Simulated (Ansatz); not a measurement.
Ge2Sb2Te5:

```
CELL_PARAMETERS angstrom
6.83914 -3.06601 0.00000
6.83914 3.06601 0.00000
-6.83098 0.00000 6.84761
ATOMIC_POSITIONS crystal
Te 0.59470 0.59470 0.38643
Te 0.79529 0.79529 0.19611
Te 0.00832 0.00832 0.00643
Te 0.20652 0.20652 0.80980
Te 0.39996 0.39996 0.59712
Sb 0.90171 0.90171 0.58787
Sb 0.11187 0.11187 0.41735
Ge 0.28429 0.28429 0.18783
Ge 0.49734 0.49734 0.01104
```

The cell comes from a database or a generator and needn't be the stable form of this composition.

| Item | Value |
| --- | --- |
| Program | Ansatz 0.2.0 |
| Task | relaxation of cell and atoms |
| Functional | PBEsol |
| Dispersion | D4 |
| Potentials or basis | Ansatz PAW |
| Cutoff | 420 eV (not typed: the program's choice for these potentials) |
| k mesh | 5 × 5 × 4 |
| Occupations | fermi-dirac, width 0.05 eV |
| Spin | no spin polarisation |

At the start: volume 31.91 Å³/atom.

**Question.** How do energy, volume and symmetry change on relaxing?

**Answer.** It ends after 10 steps and the volume is 28.80 Å³/atom (-9.7 %); space group Cm (No. 8, to 0.05 Å).

Step by step:
```csv
step,energy change (eV),largest force (eV/Å),volume (Å³)
1,0.0000,0.2762,287.17
2,-0.2452,0.6380,255.08
3,-0.3238,0.0818,259.58
4,-0.3262,0.0344,259.44
5,-0.3270,0.0165,259.08
6,-0.3273,0.0229,259.19
7,-0.3277,0.0201,259.09
8,-0.3279,0.0123,259.19
9,-0.3280,0.0039,259.22
10,-0.3229,0.0038,259.22
```

Final structure:
```xyz
9
Lattice="6.6024 -2.9792 -0.0208 6.6024 2.9792 -0.0208 -6.6154 0.0000 6.6102" Properties=species:S:1:pos:R:3 pbc="T T T"
Te    5.2397    0.0000    2.6139
Te    9.2834    0.0000    1.1423
Te   -0.0291    0.0000   -0.0210
Te   -2.6083    0.0000    5.3921
Te    1.4737    0.0000    3.9968
Sb    8.0021    0.0000    3.7667
Sb   -1.2707    0.0000    2.7892
Ge    2.4227    0.0000    1.2298
Ge    6.4956    0.0000    0.0847
```

Caveat: the plane-wave basis is chosen anew once the cell has moved, so the energies of steps on either side of that aren't comparable; the PAW data sets come from PBE, with cores solved anew for the run's functional, which leaves a small shift of forces and pressure.
